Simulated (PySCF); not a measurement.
# Si⁺ under other conditions

How does Si⁺ answer to another spin, charge, distance or environment?

The runs use PySCF 2.14.0; method and basis as typed in the scripts.

3 further runs of the same task are left out: 3 that didn't finish.

**1. The atom**

Si⁺: 1 atom, charge 1, spin multiplicity 2.

**2. The run that the others are compared with**

input.py

```python
from pyscf import gto, scf, tdscf

mol = gto.M(
    atom='Si 0 0 0',
    basis='x2c-tzvpall',
    charge=1,
    spin=1,
    symmetry=True,
    verbose=3,
)
mf = scf.UHF(mol)
mf = mf.sfx2c1e()
mf.kernel()
td = tdscf.TDA(mf)
td.nstates = 5
td.kernel()
td.analyze()
mf.dip_moment()
print('orbital energies (hartree):', [e[max(0, n-3):n+3].round(4) for e, n in zip(mf.mo_energy, mol.nelec)])
```

On the command line:

```sh
OMP_NUM_THREADS=1 python input.py
```

The log of this run is left out.

It gives: E(SCF) = -289.169141 Eh, ⟨S²⟩ = 0.750, excitations 4.90, 4.90, 7.04, 9.50, 9.50 eV.

**3. Charge +3**

Edit 1 changes charge: 1 → 3.

input.py

```python
from pyscf import gto, scf, tdscf

mol = gto.M(
    atom='Si 0 0 0',
    basis='x2c-tzvpall',
    charge=3,
    spin=1,
    symmetry=True,
    verbose=3,
)
mf = scf.UHF(mol)
mf = mf.sfx2c1e()
mf.kernel()
td = tdscf.TDA(mf)
td.nstates = 5
td.kernel()
td.analyze()
mf.dip_moment()
print('orbital energies (hartree):', [e[max(0, n-3):n+3].round(4) for e, n in zip(mf.mo_energy, mol.nelec)])
```

On the command line:

```sh
OMP_NUM_THREADS=1 python input.py
```

**4. PCM, ε = 20.5**

Edit 2 changes solvent: none (gas phase) → PCM, ε = 20.5; step after the SCF: tda → analyze.

input.py

```python
from pyscf import gto, scf, solvent

mol = gto.M(
    atom='Si 0 0 0',
    basis='x2c-tzvpall',
    charge=1,
    spin=1,
    symmetry=True,
    verbose=3,
)
mf = scf.UHF(mol)
mf = mf.sfx2c1e()
mf = solvent.PCM(mf)
mf.with_solvent.eps = 20.5
mf.kernel()
mf.analyze()
print('orbital energies (hartree):', [e[max(0, n-3):n+3].round(4) for e, n in zip(mf.mo_energy, mol.nelec)])
```

**5. Electric field -0.01 a.u.**

Edit 3 changes electric field: none → -0.01 a.u.; point-group symmetry: on → off.

input.py: that of step 2 with these lines changed.

```diff
@@ -7,3 +7,2 @@
     spin=1,
-    symmetry=True,
     verbose=3,
@@ -12,2 +11,7 @@
 mf = mf.sfx2c1e()
+field = -0.01  # electric field along z, atomic units
+h = mf.get_hcore() + field*mol.intor('int1e_r')[2]
+mf.get_hcore = lambda *args: h
+e_nuc = mol.energy_nuc() - field*mol.atom_charges() @ mol.atom_coords()[:, 2]
+mf.energy_nuc = lambda *args: e_nuc
 mf.kernel()
```

**6. Quartet**

Edit 4 changes spin (2S): 1 → 3.

input.py: that of step 2 with these lines changed.

```diff
@@ -6,3 +6,3 @@
     charge=1,
-    spin=1,
+    spin=3,
     symmetry=True,
```

Before running it: what results should come out? Wanted: for each run, E(SCF); from base; gap, α spin; after the SCF.

The runs gave:

```
                      run  E(SCF) (hartree)  from base (eV)  gap, α spin (eV)              after the SCF
                     base       -289.169141               0              8.66  lowest root found 4.90 eV
                charge +3       -287.415087        +47.7302             18.19  lowest root found 8.75 eV
            PCM, ε = 20.5       -289.271553         -2.7868              8.72                        n/a
electric field -0.01 a.u.       -289.174853  not comparable              9.05  lowest root found 0.29 eV
                  quartet       -289.026822         +3.8727              9.00  lowest root found 9.34 eV
```

In words: Of the runs whose energies can be compared, “quartet” moves the SCF energy most (+3.873 eV). A continuum solvent with ε = 20.5 lowers the energy by 2.787 eV, a large gain because the system is charged. The quartet solution found lies 3.87 eV above the base doublet at this geometry and level.
